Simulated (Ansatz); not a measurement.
# ScRu3: relaxation of cell and atoms with PBEsol

The system is ScRu3.

```
CELL_PARAMETERS angstrom
3.93844 0.00000 0.00000
0.00000 3.93844 0.00000
0.00000 0.00000 3.93844
ATOMIC_POSITIONS crystal
Ru 0.50000 0.50000 0.00000
Ru 0.50000 0.00000 0.50000
Ru 0.00000 0.50000 0.50000
Sc 0.00000 0.00000 0.00000
```

The cell comes from a database or a generator and needn't be the stable form of this composition.

```
Program             : Ansatz 0.2.0
Task                : relaxation of cell and atoms
Functional          : PBEsol
Potentials or basis : Ansatz PAW
Cutoff              : 420 eV (not typed: the program's choice for these potentials)
k mesh              : 7 × 7 × 7
Occupations         : fermi-dirac, width 0.05 eV
Spin                : no spin polarisation
```

- Relaxed volume: 14.58 Å³/atom
- Relaxed cell: a = 3.878 Å, b = 3.878 Å, c = 3.878 Å, α = 90.00°, β = 90.00°, γ = 90.00°
- Space group after relaxing (to 0.05 Å): Pm-3m (No. 221)
- Energy gained by relaxing: 21.6 meV/atom
- Ionic steps: 4
- Pressure after relaxing: 0.0 GPa
- Band gap on the k mesh: none (metal or under the smearing width)

Step by step:
| step | energy change (eV) | largest force (eV/Å) | volume (Å³) |
| --- | --- | --- | --- |
| 1 | 0.0000 | 0.0000 | 61.09 |
| 2 | -0.0861 | 0.0000 | 58.59 |
| 3 | -0.0872 | 0.0000 | 58.30 |
| 4 | -0.0865 | 0.0000 | 58.30 |

Final structure:
```xyz
4
Lattice="3.8776 0.0000 0.0000 0.0000 3.8776 0.0000 0.0000 0.0000 3.8776" Properties=species:S:1:pos:R:3 pbc="T T T"
Ru    1.9388    1.9388    0.0000
Ru    1.9388    0.0000    1.9388
Ru    0.0000    1.9388    1.9388
Sc    0.0000    0.0000    0.0000
```

Levels at points of the mesh, in eV from the Fermi level:
| k point | band 27 | band 28 | band 29 | band 30 | band 31 | band 32 | band 33 | band 34 |
| --- | --- | --- | --- | --- | --- | --- | --- | --- |
| (0.00, 0.00, 0.00) | 0.77 | 0.77 | 1.96 | 2.47 | 2.47 | 2.47 | 4.11 | 4.11 |

Run time: 5.9 s on 2 threads of Arm Neoverse V2, with other jobs on the host, peak memory 0.36 GiB.

Caveat: the plane-wave basis is chosen anew once the cell has moved, so the energies of steps on either side of that aren't comparable; the PAW data sets come from PBE, with cores solved anew for the run's functional, which leaves a small shift of forces and pressure.
